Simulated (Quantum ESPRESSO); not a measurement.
An input for Quantum ESPRESSO 7.5 (TaInH4):

Contents of pw.in:

```
&CONTROL
  calculation = 'vc-relax'
  prefix = 'pwscf'
  outdir = './tmp'
  pseudo_dir = './pseudo'
  tprnfor = .true.
  tstress = .true.
  disk_io = 'low'
  verbosity = 'high'
  nstep = 40
  forc_conv_thr = 0.0004
  etot_conv_thr = 1d-05
/
&SYSTEM
  ibrav = 0
  nat = 6
  ntyp = 3
  ecutwfc = 45
  ecutrho = 360
  nbnd = 22
  input_dft = 'rpbe'
  occupations = 'smearing'
  smearing = 'mv'
  degauss = 0.00734986
  vdw_corr = 'grimme-d3'
  dftd3_version = 5
/
&ELECTRONS
  conv_thr = 1.2d-09
  electron_maxstep = 120
  mixing_beta = 0.5
/
&IONS
  ion_dynamics = 'bfgs'
/
&CELL
  cell_dynamics = 'bfgs'
  press = 0
  press_conv_thr = 0.3
/
ATOMIC_SPECIES
Ta   180.9479 ta_pbe_v1.uspp.F.UPF
In   114.8180 in_pbe_v1.4.uspp.F.UPF
H      1.0080 h_pbe_v1.4.uspp.F.UPF
CELL_PARAMETERS angstrom
  -2.0126437900    2.0126437900    3.1221784200
   2.0126437900   -2.0126437900    3.1221784200
   2.0126437900    2.0126437900   -3.1221784200
ATOMIC_POSITIONS crystal
Ta     0.0000000000    0.0000000000    0.0000000000
In     0.5000000000    0.5000000000    0.0000000000
H      0.1517764200    0.1517764200    0.3035528400
H      0.8482235800    0.8482235800    0.6964471600
H      0.1517764200    0.8482235800    0.0000000000
H      0.8482235800    0.1517764200    0.0000000000
K_POINTS automatic
6 6 6 0 0 0
```

Potentials or basis: GBRV 1.5 PBE.

Run with:

```bash
$ OMP_NUM_THREADS=1 pw.x -in pw.in > pw.out
```

**Question.** Does this run start?

**Answer.** The run stopped without a result. It printed:

pw.out:

```text
This program is part of the open-source Quantum ESPRESSO suite
     for quantum simulation of materials; please cite
         "P. Giannozzi et al., J. Phys.:Condens. Matter 21 395502 (2009);
         "P. Giannozzi et al., J. Phys.:Condens. Matter 29 465901 (2017);
         "P. Giannozzi et al., J. Chem. Phys. 152 154105 (2020);
     in publications or presentations arising from this work. More details at

     IMPORTANT: XC functional enforced from input :
     Exchange-correlation= RPBE
                           (   1   4  44   4   0   0   0)
     Any further DFT definition will be discarded
     Please, verify this is what you really want

 program stopped due to: functional name unknown
STOP must stop!
```
